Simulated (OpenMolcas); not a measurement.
# A workflow on F

Wanted: a series of 9 runs (ROHF/cc-pVTZ, CASSCF(7,4)/cc-pVTZ, CASPT2(7,4)/cc-pVTZ, CASPT2[IPEA 0](7,4)/cc-pVTZ, SC-NEVPT2(7,4)/cc-pVTZ, PC-NEVPT2(7,4)/cc-pVTZ, MC-PDFT[tPBE](7,4)/cc-pVTZ, MC-PDFT[ftPBE](7,4)/cc-pVTZ, and more) of F. 

Program for the calculation: OpenMolcas 26.06.

## 1. The energy at ROHF/cc-pVTZ (run 1)

Input file step1.input:

```
>>> EXPORT MOLCAS_PRINT=2

&GATEWAY
  BASLIB
  $CurrDir
  COORD
  1
  bohr
  F      0.00000000     0.00000000     0.00000000
  BASIS
  cc-pVTZ
  GROUP
  NoSym

&SEWARD

&SCF
  UHF
  SPIN
  2
  PRORBITALS
  1 2

&RASSCF
  FILEORB
  $Project.UnaOrb
  SPIN
  2
  NACTEL
  1 0 0
  INACTIVE
  4
  RAS2
  1
  OUTORBITALS
  Canonical
  ORBLISTING
  Few
```

The basis set cc-pVTZ is read from a file made from the Basis Set Exchange's data (not shown).

Launch:

```bash
$ export MOLCAS_MEM=1860
$ pymolcas step1.input > step1.log
```

Log:

```text
--- Start Module: gateway ---
[...]
--- Stop Module: gateway /rc=_RC_ALL_IS_WELL_ ---
[...]
      Basis functions           30
[...]
--- Start Module: scf ---
[...]
       Convergence after   9 Iterations
[...]
::    Total SCF energy                                -99.4055248597
[...]
      Total spin, S                                     0.5017057916
[...]
--- Stop Module: scf /rc=_RC_ALL_IS_WELL_ ---
[...]
--- Start Module: rasscf ---
[...]
      Number of active orbitals                  1
[...]
      Spin quantum number                      0.5
[...]
      Active orbitals                            1
[...]
      Number of CSFs                             1
[...]
      Number of root(s) required                 1
[...]
      Convergence after  6 iterations
[...]
      printout of CI-coefficients larger than  0.05 for root  1
      energy=     -99.400935
      conf/sym  1     Coeff  Weight
             1  u   1.00000 1.00000
      Natural orbitals and occupation numbers for root  1
      sym 1:   1.000000
      ************************************************************************************************************************
      *                                                    Final results                                                     *
[...]
::    RASSCF root number  1 Total energy:    -99.40093527
[...]
      Total electronic charge=    9.000000
      Total            charge=   -0.000000
[...]
      Dipole Moment (debye):
      Origin of the operator (angstrom)=    0.0000    0.0000    0.0000
                   X= -3.2431E-16               Y=  2.8782E-17               Z=  3.4847E-16           Total=  4.7690E-16
      Quadrupole Moment (debye*angstrom):
[...]
--- Stop Module: rasscf /rc=_RC_ALL_IS_WELL_ ---
[...]
```

Run time: 4.2 s. Hardware: 1 thread of AMD EPYC 7R43 (Zen 3), shared host; peak memory 0.37 GiB.

## 2. The F atom: the energy at CASSCF(7,4)/cc-pVTZ (run 2)

Input file step2.input:

```
* F CASSCF

&GATEWAY
 BasLib=$CurrDir
 Coord
 1
 bohr
 F      0.00000000     0.00000000     0.00000000
 Basis=cc-pVTZ
 Group=NoSym

&SEWARD

&RASSCF
 FileOrb=$CurrDir/step1.RasOrb
 Spin=2
 Nactel=7 0 0
 Inactive=1
 Ras2=4
 OrbListing=Few
 OrbAppear=Compact
```

The basis set cc-pVTZ is read from a file made from the Basis Set Exchange's data (not shown).

Launch:

```bash
$ export MOLCAS_MEM=1860
$ pymolcas step2.input > step2.log
```

Log:

```text
--- Start Module: gateway ---
[...]
--- Stop Module: gateway /rc=_RC_ALL_IS_WELL_ ---
--- Start Module: seward ---
[...]
      Basis functions           30
--- Stop Module: seward /rc=_RC_ALL_IS_WELL_ ---
[...]
--- Start Module: rasscf ---
[...]
      Number of active orbitals                  4
[...]
      Spin quantum number                      0.5
[...]
      Active orbitals                            4
[...]
      Number of CSFs                             4
[...]
      Number of root(s) required                 1
[...]
 ###    WARNING: Problems in orbital optimization.                           ###
 ###############################################################################
  Warning: In symmetry  1, orbital p=   2 has diagonal density matrix element D(p,p) close to two. (2 - D(p,p))=  0.000000E+00
[...]
 ###    WARNING: Problems in orbital optimization.                           ###
 ###############################################################################
  Warning: In symmetry  1, orbital p=   2 has diagonal density matrix element D(p,p) close to two. (2 - D(p,p))=  0.000000E+00
[...]
 ###    WARNING: Problems in orbital optimization.                           ###
 ###############################################################################
  Warning: In symmetry  1, orbital p=   2 has diagonal density matrix element D(p,p) close to two. (2 - D(p,p))=  0.000000E+00
[...]
      Convergence after  4 iterations
[...]
      printout of CI-coefficients larger than  0.05 for root  1
      energy=     -99.400935
      conf/sym  1111     Coeff  Weight
             1  222u   1.00000 1.00000
      Natural orbitals and occupation numbers for root  1
      sym 1:   2.000000   2.000000   2.000000   1.000000
      ************************************************************************************************************************
      *                                                    Final results                                                     *
[...]
::    RASSCF root number  1 Total energy:    -99.40093527
[...]
      Total electronic charge=    9.000000
      Total            charge=   -0.000000
[...]
      Dipole Moment (debye):
      Origin of the operator (angstrom)=    0.0000    0.0000    0.0000
                   X= -3.2430E-16               Y=  2.8782E-17               Z=  3.4847E-16           Total=  4.7690E-16
      Quadrupole Moment (debye*angstrom):
[...]
--- Stop Module: rasscf /rc=_RC_ALL_IS_WELL_ ---
[...]
```

It took 2.9 s on 1 thread of AMD EPYC 7R43 (Zen 3), shared host; peak memory 0.37 GiB.

Runs 3 to 7 aren't shown in full; the table further down has their settings and results.

## 3. The F atom: a single-point energy at MC-PDFT[ftPBE](7,4)/cc-pVTZ (run 8)

Input file step8.inp:

```
&GATEWAY
BasLib
$CurrDir
Coord
1
bohr
F      0.00000000     0.00000000     0.00000000
Basis
cc-pVTZ
Group
NoSym
&SEWARD
&RASSCF
FileOrb
$CurrDir/step2.RasOrb
Spin
2
Nactel
7 0 0
Inactive
1
Ras2
4
OrbListing
Few
OrbAppear
Compact
&MCPDFT
KSDFT
FT:PBE
```

The basis set cc-pVTZ is read from a file made from the Basis Set Exchange's data (not shown).

Launch:

```bash
$ export MOLCAS_MEM=1860
$ pymolcas step8.inp > step8.log
```

Log:

```text
--- Start Module: gateway ---
[...]
--- Stop Module: gateway /rc=_RC_ALL_IS_WELL_ ---
[...]
      Basis functions           30
[...]
--- Start Module: rasscf ---
[...]
      Number of active orbitals                  4
[...]
      Spin quantum number                      0.5
[...]
      Active orbitals                            4
[...]
      Number of CSFs                             4
[...]
      Number of root(s) required                 1
[...]
 ###    WARNING: Problems in orbital optimization.                           ###
 ###############################################################################
  Warning: In symmetry  1, orbital p=   2 has diagonal density matrix element D(p,p) close to two. (2 - D(p,p))=  0.000000E+00
[...]
 ###    WARNING: Problems in orbital optimization.                           ###
 ###############################################################################
  Warning: In symmetry  1, orbital p=   2 has diagonal density matrix element D(p,p) close to two. (2 - D(p,p))=  0.000000E+00
[...]
 ###    WARNING: Problems in orbital optimization.                           ###
 ###############################################################################
  Warning: In symmetry  1, orbital p=   2 has diagonal density matrix element D(p,p) close to two. (2 - D(p,p))= -8.881784E-16
[...]
      Convergence after  4 iterations
[...]
      printout of CI-coefficients larger than  0.05 for root  1
      energy=     -99.400935
      conf/sym  1111     Coeff  Weight
             1  222u   1.00000 1.00000
      Natural orbitals and occupation numbers for root  1
      sym 1:   2.000000   2.000000   2.000000   1.000000
      ************************************************************************************************************************
      *                                                    Final results                                                     *
[...]
::    RASSCF root number  1 Total energy:    -99.40093527
[...]
      Total electronic charge=    9.000000
      Total            charge=   -0.000000
[...]
      Dipole Moment (debye):
      Origin of the operator (angstrom)=    0.0000    0.0000    0.0000
                   X= -3.2430E-16               Y=  2.8782E-17               Z=  3.4847E-16           Total=  4.7690E-16
      Quadrupole Moment (debye*angstrom):
[...]
--- Stop Module: rasscf /rc=_RC_ALL_IS_WELL_ ---
[...]
--- Start Module: mcpdft ---
[...]
::    MCPDFT root number  1 Total energy:    -99.67764241
--- Stop Module: mcpdft /rc=_RC_ALL_IS_WELL_ ---
[...]
```

Wall time 3.6 s (1 thread of AMD EPYC 7R43 (Zen 3), shared host); peak memory 0.36 GiB.

## 4. The F atom: a single-point energy at MRCI(7,4)/cc-pVTZ (run 9)

Input file step9.inp:

```
>>> EXPORT MOLCAS_PRINT=2

&GATEWAY
 BasLib=$CurrDir
 Coord
 1
 bohr
 F      0.00000000     0.00000000     0.00000000
 Basis=cc-pVTZ
 Group=NoSym

&SEWARD

&RASSCF
 FileOrb=$CurrDir/step2.RasOrb
 Spin=2
 Nactel=7 0 0
 Inactive=1
 Ras2=4
 OrbListing=Few
 OrbAppear=Compact

&MOTRA
 LumOrb
 Frozen=1

&GUGA
 Electrons=7
 Spin=2
 Inactive=0
 Active=4
 CIAll=1

&MRCI
 SDCI
```

The basis set cc-pVTZ is read from a file made from the Basis Set Exchange's data (not shown).

Launch:

```bash
$ export MOLCAS_MEM=1860
$ pymolcas step9.inp > step9.log
```

Log:

```text
--- Start Module: gateway ---
[...]
--- Stop Module: gateway /rc=_RC_ALL_IS_WELL_ ---
[...]
      Basis functions           30
[...]
      Number of active orbitals                  4
[...]
      Spin quantum number                      0.5
[...]
      Active orbitals                            4
[...]
      Number of CSFs                             4
[...]
      Number of root(s) required                 1
[...]
 ###    WARNING: Problems in orbital optimization.                           ###
 ###############################################################################
  Warning: In symmetry  1, orbital p=   2 has diagonal density matrix element D(p,p) close to two. (2 - D(p,p))=  0.000000E+00
[...]
 ###    WARNING: Problems in orbital optimization.                           ###
 ###############################################################################
  Warning: In symmetry  1, orbital p=   2 has diagonal density matrix element D(p,p) close to two. (2 - D(p,p))=  0.000000E+00
[...]
      Convergence after  4 iterations
[...]
      printout of CI-coefficients larger than  0.05 for root  1
      energy=     -99.400935
      conf/sym  1111     Coeff  Weight
             1  222u   1.00000 1.00000
      Natural orbitals and occupation numbers for root  1
      sym 1:   2.000000   2.000000   2.000000   1.000000
      ************************************************************************************************************************
      *                                                    Final results                                                     *
[...]
::    RASSCF root number  1 Total energy:    -99.40093527
[...]
      Dipole Moment (debye):
      Origin of the operator (angstrom)=    0.0000    0.0000    0.0000
                   X= -3.2430E-16               Y=  2.8782E-17               Z=  3.4847E-16           Total=  4.7690E-16
      Quadrupole Moment (debye*angstrom):
[...]
      *** WARNING: Default frozen orbitals is overwritten by user input.
      *** Default values:   1
[...]
--- Start Module: guga ---
[...]
--- Stop Module: guga /rc=_RC_ALL_IS_WELL_ ---
--- Start Module: mrci ---
[...]
       (But an ACPF correction will be computed)
       USE THE DEFAULT ACPF G-VALUE GFAC=  0.28571428571428570
[...]
                      CI ENERGY:   -99.61238739
[...]
                ACPF CORRECTION:    -0.00526091
[...]
      Total electronic charge=    9.000000
      Total            charge=    0.000000
[...]
     ACPF CORRECTION:     -0.00526091
[...]
  CI State   1     Total energy:    -99.61238739     QDav:     -0.00743931     QACPF:     -0.00526091
[...]
--- Stop Module: mrci /rc=_RC_ALL_IS_WELL_ ---
[...]
```

Run time: 3.3 s. Hardware: 1 thread of AMD EPYC 7R43 (Zen 3), shared host; peak memory 0.37 GiB.

## 5. All runs side by side

| run | level | active rule | inactive | energy (Eh) | dipole moment (D) of the reference | wall time |
| --- | --- | --- | --- | --- | --- | --- |
| 1 | ROHF/cc-pVTZ | – | – | -99.400935 | 0.00 | 4.2 s |
| 2 | CASSCF(7,4)/cc-pVTZ | full valence | 1 | -99.400935 | 0.00 | 2.9 s |
| 3 | CASPT2(7,4)/cc-pVTZ | full valence | 1 | -99.608579 | 0.00 | 3.3 s |
| 4 | CASPT2[IPEA 0](7,4)/cc-pVTZ | full valence | 1 | -99.610948 | 0.00 | 3.3 s |
| 5 | SC-NEVPT2(7,4)/cc-pVTZ | full valence | 1 | -99.585731 | 0.00 | 3.3 s |
| 6 | PC-NEVPT2(7,4)/cc-pVTZ | full valence | 1 | -99.586100 | 0.00 | 3 s |
| 7 | MC-PDFT[tPBE](7,4)/cc-pVTZ | full valence | 1 | -99.646756 | 0.00 | 3.3 s |
| 8 | MC-PDFT[ftPBE](7,4)/cc-pVTZ | full valence | 1 | -99.677642 | 0.00 | 3.6 s |
| 9 | MRCI(7,4)/cc-pVTZ | full valence | 1 | -99.612387 | 0.00 | 3.3 s |

## 6. Results

| quantity | value |
| --- | --- |
| F atom, run 9: total energy | -99.61239 Eh |
| F atom, run 9: dipole moment (CASSCF density) | 0.00 D |

In words: Below the ROHF energy at the same shape and in the same basis (cc-pVTZ): CASSCF(7,4) +0.0 mEh; CASPT2(7,4) -207.6 mEh; CASPT2[IPEA 0](7,4) -210.0 mEh; SC-NEVPT2(7,4) -184.8 mEh; PC-NEVPT2(7,4) -185.2 mEh; MRCI(7,4) -211.5 mEh. Active-space methods hold only the correlation inside their space unless a perturbation or CI step follows. All runs together took 30 s, the longest 4.2 s.
